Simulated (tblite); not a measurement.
# SiHCl3O (SMILES O[Si](Cl)(Cl)Cl): GFN1-xTB

Wanted: a geometry optimisation of SiHCl3O. The job is set up through a Python script.

The calculation is run with tblite 0.8.0.

13 further runs of the same task are left out: 13 set aside as unsound or not needed.

## (1) The structure to begin with

SiHCl3O: 6 atoms, total charge 0, spin state singlet. As SMILES, `O[Si](Cl)(Cl)Cl`. The shape is that of a PBE0-D4/def2-TZVP optimisation. The run starts from this shape.

Bond lengths: O1–Si2 1.617 Å, Si2–Cl3 2.031 Å, Si2–Cl4 2.031 Å, Si2–Cl5 2.017 Å, O1–H6 0.960 Å. Angles: O1–Si2–Cl3 111.3°, O1–Si2–Cl4 111.3°, O1–Si2–Cl5 106.6°, Cl3–Si2–Cl4 107.8°, Cl3–Si2–Cl5 109.9°, Cl4–Si2–Cl5 109.9°, Si2–O1–H6 118.4°.

## (2) A structure relaxation at GFN1-xTB

Input file start.xyz:

```xyz
6

O     -0.778500     0.456100     0.986200
Si     0.185900     0.049000    -0.245600
Cl     1.819700    -0.969100     0.401800
Cl    -0.787000    -1.126700    -1.586000
Cl     0.754300     1.771600    -1.126800
H     -1.152300    -0.245000     1.524300
```

Input file run.py:

```python
import json
import numpy as np
from tblite.interface import Calculator
from tblite.interface import symbols_to_numbers
from scipy.optimize import minimize

symbols = list(map(str, np.loadtxt("start.xyz", skiprows=2, usecols=0, dtype=str, ndmin=1)))
numbers = np.array(symbols_to_numbers(symbols))
positions = np.loadtxt("start.xyz", skiprows=2, usecols=(1, 2, 3), ndmin=2) / 0.529177210903

xtb = Calculator("GFN1-xTB", numbers, positions, charge=0, uhf=0)
xtb.set("verbosity", 0)
xtb.set("accuracy", 0.01)
last, frames, energies, grads = [None], [], [], []

def fun(x):
    xtb.update(x.reshape(-1, 3))
    last[0] = xtb.singlepoint(last[0])
    return float(last[0].get('energy')), last[0].get('gradient').ravel()

def show(x):
    e, g = fun(x)
    frames.append(x.reshape(-1, 3).tolist())
    energies.append(e)
    grads.append(g.reshape(-1, 3).tolist())
    print(f"{len(energies) - 1:4d} {e:16.9f} {np.abs(g).max():12.3e} {np.linalg.norm(g):12.3e}")

print("step      energy/Eh       max grad     grad norm")
show(positions.ravel())
opt = minimize(fun, positions.ravel(), jac=True, method="BFGS", callback=show, options={"gtol": 3e-05, "maxiter": 500})
print("converged:", opt.success, "-", opt.message)
fun(opt.x)
wfn = last[0]
final = opt.x.reshape(-1, 3)
print("final geometry (angstrom)")
for s, p in zip(symbols, final * 0.529177210903):
    print(f"{s:<2} {p[0]:12.6f} {p[1]:12.6f} {p[2]:12.6f}")
print(f"total energy: {wfn.get('energy') * 627.5095:.8f} kcal/mol")
eps = np.atleast_2d(wfn.get("orbital-energies")) * 27.211386
occ = np.atleast_2d(wfn.get("orbital-occupations"))
filled = occ.sum(axis=0) if eps.shape[0] == 1 else occ[0]
homo = np.nonzero(filled > 0.5)[0].max()
print(f"HOMO {eps[0, homo]:.4f} eV")
if homo + 1 < eps.shape[1]:
    print(f"LUMO {eps[0, homo + 1]:.4f} eV, gap {eps[0, homo + 1] - eps[0, homo]:.4f} eV")
mu = wfn.get("dipole") * 2.541746
print(f"dipole: {np.linalg.norm(mu):.4f} D, components " + " ".join(f"{c:.4f}" for c in mu))
q = wfn.get("charges")
print("Charges:", " ".join(f"{s}{i + 1}={c:+.4f}" for i, (s, c) in enumerate(zip(symbols, q))))
out = {k: np.asarray(wfn.get(k)).tolist() for k in ("energy", "gradient", "charges", "dipole", "orbital-energies", "orbital-occupations")}
out.update(symbols=symbols, positions=(positions * 0.529177210903).tolist(), final=final.tolist(), frames=frames, step_energies=energies, grads=grads, success=bool(opt.success))
json.dump(out, open("results.json", "w"))
```

Launch:

```bash
$ python run.py
```

**Question.** What will come out? Wanted: total energy at the end; dipole moment; HOMO energy; LUMO energy; HOMO–LUMO gap.

Computed results:

At GFN1-xTB:

| quantity | value |
| --- | --- |
| total energy at the end | -20.13180 Eh |
| dipole moment | 3.07 D |
| HOMO energy | -12.31 eV |
| LUMO energy | -4.19 eV |
| HOMO–LUMO gap | 8.13 eV |

**Reading.** At the final geometry: Bond lengths: O1–Si2 1.605 Å, Si2–Cl3 2.029 Å, Si2–Cl4 2.029 Å, Si2–Cl5 2.029 Å, O1–H6 0.945 Å. Angles: O1–Si2–Cl3 109.0°, O1–Si2–Cl4 109.0°, O1–Si2–Cl5 109.0°, Cl3–Si2–Cl4 109.9°, Cl3–Si2–Cl5 109.9°, Cl4–Si2–Cl5 109.9°, Si2–O1–H6 180.0°. The optimisation took 34 steps and changed the energy by -0.219 eV.
